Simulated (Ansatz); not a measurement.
A trace of molecular dynamics of a periodic cell of 28 atoms, LiHSO4 (host LiHSO4, host structure P2_1/c).

All numbers below come from DFT LDA, scalar-relativistic, plane waves, PAW in Ansatz 0.2.0. Settings: accuracy low, cutoff 420 eV, k mesh 2x1x1, fermi-dirac smearing 0.05 eV, no spin polarisation.

```
ensemble        : NVT, Nosé–Hoover chain
set temperature : 700 K
thermostat      : time constant 200 fs, chain length 3
seed            : 482579
```

```json
{"time (fs)": "0.0", "T (K)": "700", "potential energy less start (eV)": "0.000", "conserved less start (meV/atom)": "0.00"}
{"time (fs)": "6.0", "T (K)": "490", "potential energy less start (eV)": "0.757", "conserved less start (meV/atom)": "0.84"}
{"time (fs)": "12.0", "T (K)": "432", "potential energy less start (eV)": "0.964", "conserved less start (meV/atom)": "0.96"}
{"time (fs)": "18.0", "T (K)": "347", "potential energy less start (eV)": "1.269", "conserved less start (meV/atom)": "1.22"}
{"time (fs)": "24.0", "T (K)": "377", "potential energy less start (eV)": "1.172", "conserved less start (meV/atom)": "1.42"}
{"time (fs)": "30.0", "T (K)": "366", "potential energy less start (eV)": "1.217", "conserved less start (meV/atom)": "1.54"}
{"time (fs)": "36.0", "T (K)": "418", "potential energy less start (eV)": "1.045", "conserved less start (meV/atom)": "1.65"}
{"time (fs)": "42.0", "T (K)": "377", "potential energy less start (eV)": "1.208", "conserved less start (meV/atom)": "2.10"}
{"time (fs)": "48.0", "T (K)": "309", "potential energy less start (eV)": "1.461", "conserved less start (meV/atom)": "2.37"}
{"time (fs)": "54.0", "T (K)": "397", "potential energy less start (eV)": "1.172", "conserved less start (meV/atom)": "2.80"}
{"time (fs)": "60.0", "T (K)": "374", "potential energy less start (eV)": "1.263", "conserved less start (meV/atom)": "2.84"}
{"time (fs)": "66.0", "T (K)": "335", "potential energy less start (eV)": "1.417", "conserved less start (meV/atom)": "3.13"}
{"time (fs)": "72.0", "T (K)": "334", "potential energy less start (eV)": "1.436", "conserved less start (meV/atom)": "3.30"}
{"time (fs)": "78.0", "T (K)": "349", "potential energy less start (eV)": "1.407", "conserved less start (meV/atom)": "3.71"}
{"time (fs)": "84.0", "T (K)": "377", "potential energy less start (eV)": "1.339", "conserved less start (meV/atom)": "4.23"}
{"time (fs)": "90.0", "T (K)": "374", "potential energy less start (eV)": "1.384", "conserved less start (meV/atom)": "4.85"}
{"time (fs)": "96.0", "T (K)": "326", "potential energy less start (eV)": "1.572", "conserved less start (meV/atom)": "5.04"}
{"time (fs)": "102.0", "T (K)": "258", "potential energy less start (eV)": "1.833", "conserved less start (meV/atom)": "5.40"}
{"time (fs)": "108.0", "T (K)": "420", "potential energy less start (eV)": "1.304", "conserved less start (meV/atom)": "5.97"}
{"time (fs)": "114.0", "T (K)": "435", "potential energy less start (eV)": "1.274", "conserved less start (meV/atom)": "6.10"}
{"time (fs)": "120.0", "T (K)": "381", "potential energy less start (eV)": "1.493", "conserved less start (meV/atom)": "6.29"}
{"time (fs)": "126.0", "T (K)": "392", "potential energy less start (eV)": "1.501", "conserved less start (meV/atom)": "7.20"}
{"time (fs)": "132.0", "T (K)": "445", "potential energy less start (eV)": "1.356", "conserved less start (meV/atom)": "7.69"}
{"time (fs)": "138.0", "T (K)": "385", "potential energy less start (eV)": "1.609", "conserved less start (meV/atom)": "8.28"}
{"time (fs)": "144.0", "T (K)": "532", "potential energy less start (eV)": "1.138", "conserved less start (meV/atom)": "8.80"}
{"time (fs)": "150.0", "T (K)": "444", "potential energy less start (eV)": "1.481", "conserved less start (meV/atom)": "9.06"}
```

Can this run be trusted? Judge the integration.

The conserved energy wandered by up to 9.1 meV per atom (net 9.1 meV per atom), which is poor conservation. The mean temperature of the second half is 43 % below the set value. A run of 0.15 ps of so small a system gives no equilibrium averages. The SCF threshold is loose, so the forces are noisy. Limits of this set-up: coarse k mesh, low accuracy level. The time step was 0.75 fs.

Run time: 3.8 min on 1 thread of Arm Neoverse V2, with other jobs on the host, peak memory 0.51 GiB.
